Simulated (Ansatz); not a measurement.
# AlF₃H₂S: a ladder of functionals and wavefunction methods

The task here is to estimate one member of a computed series from the others.

Computed with Ansatz 0.2.0, Gaussian basis. Level: functionals in def2-TZVPP, the program's frozen cores in correlated methods.

The runs, in order: LDA (SPW92), PBE-D4, revPBE-D4, BLYP-D4, r2SCAN-D4, B97M-V, PBE0-D4, B3LYP-D4, r2SCANh-D4, r2SCAN0-D4, HSE06-D4, BHLYP-D4, CAM-B3LYP-D4, LC-ωPBE, ωB97X-V, ωB97M-V, B2PLYP, PBE-QIDH; CCSD(T)/def2-SVP; CCSD(T)/def2-TZVPP; MP2/def2-QZVPP; extrapolation to the limit; RPA on PBE.

**Structure used throughout**

The geometry comes from an earlier relaxation with PBE0-D4 in a triple-zeta def2 set; it is a stationary point, not always the lowest conformer.

SMILES `[F][Al-]([F])([F])[SH2+]`, 7 atoms, charge 0, spin multiplicity 1.

Atoms are counted from 1 here; the program's logs count them from 0.

Bond lengths: F1–Al2 1.651 Å, Al2–F3 1.648 Å, Al2–F4 1.648 Å, Al2–S5 2.458 Å, S5–H6 1.346 Å, S5–H7 1.346 Å. Angles: F1–Al2–F3 117.2°, F1–Al2–F4 117.2°, F1–Al2–S5 99.1°, F3–Al2–F4 118.9°, F3–Al2–S5 98.5°, F4–Al2–S5 98.5°, Al2–S5–H6 94.7°, Al2–S5–H7 94.6°, H6–S5–H7 92.8°.

The first run:

File in.yaml:

```yaml
crystal:
  periodic: [false, false, false]
  atoms:
    - {symbol: F, position_ang: [-0.582849, -0.881191, 1.509384]}
    - {symbol: Al, position_ang: [0.280694, -0.968403, 0.104552]}
    - {symbol: F, position_ang: [-0.412488, -1.770148, -1.157914]}
    - {symbol: F, position_ang: [1.924101, -0.949045, 0.228604]}
    - {symbol: S, position_ang: [-0.052020, 1.330736, -0.699782]}
    - {symbol: H, position_ang: [0.220854, 1.902988, 0.487186]}
    - {symbol: H, position_ang: [-1.378291, 1.335083, -0.472031]}
basis:
  gaussian: {orbitals: def2-TZVPP}
hamiltonian: {xc: lda}
output: {orbitals: {seedname: orbitals}}
```

Steps of the session up to this table: LDA; PBE-D4 (GGA); revPBE-D4 (GGA); BLYP-D4 (GGA); r2SCAN-D4 (meta-GGA); B97M-V (meta-GGA); PBE0-D4 (hybrid); B3LYP-D4 (hybrid); r2SCANh-D4 (hybrid); r2SCAN0-D4 (hybrid); HSE06-D4 (hybrid); BHLYP-D4 (hybrid); CAM-B3LYP-D4 (range-separated); LC-ωPBE-D4 (range-separated; the results give it without D4); ωB97X-V (range-separated); ωB97M-V (range-separated); B2PLYP (double hybrid); PBE-QIDH (double hybrid).

One of the session's tables, all rows but one given; the rest of the session is left out.

It belongs to the step «Frontier levels by functional». 

```
  functional  HOMO (eV)  gap (eV)
 LDA (SPW92)      -8.68      6.48
      PBE-D4      -8.50      6.42
   revPBE-D4      -8.44      6.40
     BLYP-D4      -8.38      6.38
   r2SCAN-D4          ?         ?
      B97M-V      -8.99      7.12
     PBE0-D4     -10.03      8.96
    B3LYP-D4      -9.76      8.41
  r2SCANh-D4      -9.45      8.02
  r2SCAN0-D4     -10.27      9.39
    HSE06-D4      -9.62      8.16
    BHLYP-D4     -11.35     11.32
CAM-B3LYP-D4     -11.42     11.49
     LC-ωPBE     -12.79     14.15
     ωB97X-V     -12.43     13.63
     ωB97M-V     -12.25     13.27
```

**Question.** Estimate the row for r2SCAN-D4.

Worked estimate for «HOMO (eV)». Against the share of exact exchange, r2SCANh-D4 (0.1, -9.45), r2SCAN0-D4 (0.25, -10.27) give a slope of -5.47 per unit share; at 0 the line stands at -8.90.

**Answer.** HOMO (eV): -8.89; gap (eV): 7.09. In «HOMO (eV)» the line misses by -0.01.
